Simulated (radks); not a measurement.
**K²⁺ in [Ne] 3s1.75 3p5 4p0.25: an all-electron calculation**

Wanted: eigenvalues, radial structure and energy terms of the potassium ion K2+.

Program: radks (a radial shooting solver on a logarithmic mesh, Libxc functionals) version 1. Level of theory: non-relativistic Kohn-Sham, r2SCAN, spin-polarised, spherical densities, point nucleus; open shells are filled with parallel spins first. These are calculated values, not measurements, unless marked.

## Step 1: The system

| Property | Result |
| --- | --- |
| element | potassium (Z = 19) |
| charge | +2 |
| electrons | 17 |
| configuration | [Ne] 3s1.75 3p5 4p0.25 |

## Step 2: The calculation

The run's settings:

```text
Z 19
configuration [Ne] 3s1.75 3p5 4p0.25 4s0 3d0 5p0 4f0
relativity non-relativistic
functional r2scan,r2scan
spin polarised
nucleus point
```

**Question.** What will this run give?

**Answer**, as computed:

```
                        quantity                   value
                    total energy      -598.11975 hartree
exchange-correlation share of it                  5.46 %
                            −T/E                  0.9990
          highest occupied level       4p up, -11.043 eV
    most extended occupied level  4p up, <r> = 4.08 bohr
 radius at density 0.001 e/bohr³               3.28 bohr
    maxima of the radial density                       3
```

**Reading.** The radial density shows 3 maxima for 4 occupied principal shells; where shells overlap, one shows as a shoulder or not at all. −T/E = 0.9990, near the virial value of 1. This is not the tabulated ground configuration, so its levels and sizes aren't those of the ground state, and no measured value stands beside it.
